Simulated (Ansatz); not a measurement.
**C₂H₈InNOSi: ionisation energy by level of theory**

The task here is to estimate one member of a computed series from the others.

Method: unrestricted cation, the program's frozen cores in correlated methods; program: Ansatz 0.2.0, Gaussian basis.

Levels to be run: UKS PBE-D4/def2-TZVPP; UKS r2SCAN-D4/def2-TZVPP; UKS PBE0-D4/def2-TZVPP; UKS B3LYP-D4/def2-TZVPP; UKS wB97X-V/def2-TZVPP; UKS wB97M-V/def2-TZVPP; UKS B2PLYP/def2-TZVPP; UHF-CCSD(T)/def2-TZVPP; UHF-MP2/def2-QZVPP; extrapolation to the limit; then −ε(HOMO) from the neutral's earlier runs with LDA (SPW92), PBE-D4, revPBE-D4, BLYP-D4, r2SCAN-D4, B97M-V, PBE0-D4, B3LYP-D4, r2SCANh-D4, r2SCAN0-D4, HSE06-D4, BHLYP-D4, CAM-B3LYP-D4, LC-ωPBE, ωB97X-V, ωB97M-V.

### Structure used throughout

An earlier PBE0-D4 in a triple-zeta def2 set relaxation fixed the geometry. In takes the def2 core potential; no spin-orbit term is included.

SMILES `C=C(N)[SiH](O)[InH2]`, 14 atoms, charge 0, spin multiplicity 1.

Atoms are counted from 1 here; the program's logs count them from 0.

Bond lengths: C1–C2 1.330 Å, C1–H7 1.089 Å, C1–H8 1.083 Å, C2–N3 1.434 Å, C2–Si4 1.897 Å, N3–H9 1.014 Å, N3–H10 1.014 Å, Si4–O5 1.663 Å, Si4–In6 2.571 Å, Si4–H11 1.493 Å, O5–H12 0.959 Å, In6–H13 1.728 Å, In6–H14 1.731 Å. Angles: C2–C1–H7 122.6°, C2–C1–H8 120.5°, H7–C1–H8 116.9°, C1–C2–N3 121.9°, C1–C2–Si4 126.8°, N3–C2–Si4 108.4°, C2–N3–H9 112.2°, C2–N3–H10 114.0°, H9–N3–H10 109.1°, C2–Si4–O5 111.8°, C2–Si4–In6 82.7°, C2–Si4–H11 107.2°, O5–Si4–In6 112.3°, O5–Si4–H11 109.4°, In6–Si4–H11 129.4°, Si4–O5–H12 116.4°, Si4–In6–H13 118.3°, Si4–In6–H14 121.3° and more.

Set-up of the first run:

File in.yaml:

```yaml
crystal:
  periodic: [false, false, false]
  atoms:
    - {symbol: C, position_ang: [-1.978128, 0.417038, 0.460067]}
    - {symbol: C, position_ang: [-0.749493, 0.319018, -0.040545]}
    - {symbol: N, position_ang: [0.235744, 1.340633, 0.163502]}
    - {symbol: Si, position_ang: [0.139301, -1.271365, -0.569884]}
    - {symbol: O, position_ang: [0.585490, -1.226705, -2.171416]}
    - {symbol: In, position_ang: [1.979341, -0.367593, 0.981885]}
    - {symbol: H, position_ang: [-2.331283, 1.305997, 0.979862]}
    - {symbol: H, position_ang: [-2.668273, -0.414109, 0.387921]}
    - {symbol: H, position_ang: [0.675719, 1.627312, -0.704099]}
    - {symbol: H, position_ang: [-0.115042, 2.161274, 0.645478]}
    - {symbol: H, position_ang: [-0.811834, -2.401345, -0.352478]}
    - {symbol: H, position_ang: [-0.110562, -1.381769, -2.813056]}
    - {symbol: H, position_ang: [1.709599, -0.417018, 2.687909]}
    - {symbol: H, position_ang: [3.439409, 0.308622, 0.344864]}
basis:
  gaussian: {orbitals: def2-TZVPP}
total_charge: 1
magnetization: {spin_polarized: true, initial_magnetization: 1}
hamiltonian: {xc: pbe, dispersion: d4}
```

Launch:

```bash
$ ansatz run in.yaml --threads 2 --pin off --events-out ev --progress --plain --max-ram 31744MiB --backend cuda --devices 0, --max-vram 18GiB
```

Steps of the session up to this table: Cation, UKS PBE-D4/def2-TZVPP; Cation, UKS r2SCAN-D4/def2-TZVPP; Cation, UKS PBE0-D4/def2-TZVPP; Cation, UKS B3LYP-D4/def2-TZVPP; Cation, UKS wB97X-V/def2-TZVPP; Cation, UKS wB97M-V/def2-TZVPP; Cation, UKS B2PLYP (frozen core)/def2-TZVPP; Cation, UHF-CCSD(T)/def2-TZVPP; Cation, UHF-MP2/def2-QZVPP.

One table of the session follows, with a row left open; its other results are not shown here.

Orbital estimates, from the neutral's runs:

```
  functional  −ε(HOMO) (eV)
 LDA (SPW92)           5.62
      PBE-D4           5.50
   revPBE-D4           5.45
     BLYP-D4           5.37
   r2SCAN-D4           5.71
      B97M-V           5.78
     PBE0-D4           6.51
    B3LYP-D4           6.34
  r2SCANh-D4           6.09
  r2SCAN0-D4           6.65
    HSE06-D4           6.12
    BHLYP-D4              ?
CAM-B3LYP-D4           7.73
     LC-ωPBE           8.98
     ωB97X-V           8.68
     ωB97M-V           8.51
```

**Question.** Estimate the row for BHLYP-D4.

Worked estimate for «−ε(HOMO) (eV)». Against the share of exact exchange, BLYP-D4 (0, 5.37), B3LYP-D4 (0.2, 6.34) give a slope of 4.85 per unit share; at 0.5 the line stands at 7.79.

**Answer.** −ε(HOMO) (eV): 7.43. In «−ε(HOMO) (eV)» the line misses by +0.36.
